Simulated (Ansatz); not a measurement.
Crystal: GaSn.

```
CELL_PARAMETERS angstrom
0.00000 2.90288 3.09822
2.72925 0.00000 3.09822
2.72925 2.90288 0.00000
ATOMIC_POSITIONS crystal
Ga 0.50000 0.50000 0.50000
Sn 0.00000 0.00000 0.00000
```

The cell was built by a generator and needn't be a form met in nature.

| Property | Result |
| --- | --- |
| Program | Ansatz 0.2.0 |
| Task | relaxation of cell and atoms |
| Functional | PBE |
| Potentials or basis | Ansatz PAW |
| Cutoff | 420 eV (not typed: the program's choice for these potentials) |
| k mesh | 8 × 8 × 8 |
| Occupations | fermi-dirac, width 0.05 eV |
| Spin | no spin polarisation |

At the start: volume 24.55 Å³/atom.

Q: Where does the relaxation end?

A: It ends after 6 steps and the volume is 24.45 Å³/atom (-0.4 %); space group Fm-3m (No. 225, to 0.05 Å).

Step by step:
| step | energy change (eV) | largest force (eV/Å) | volume (Å³) |
| --- | --- | --- | --- |
| 1 | 0.0000 | 0.0000 | 49.09 |
| 2 | -0.1050 | 0.0000 | 48.89 |
| 3 | -0.1170 | 0.0000 | 48.86 |
| 4 | -0.1173 | 0.0000 | 48.88 |
| 5 | -0.1173 | 0.0000 | 48.90 |
| 6 | -0.1174 | 0.0000 | 48.90 |

Final structure:
```
CELL_PARAMETERS angstrom
0.00000 2.90253 2.90281
2.90220 0.00000 2.90281
2.90220 2.90253 0.00000
ATOMIC_POSITIONS crystal
Ga 0.50000 0.50000 0.50000
Sn 0.00000 0.00000 0.00000
```

Caveat: the plane-wave basis is chosen anew once the cell has moved, so the energies of steps on either side of that aren't comparable.
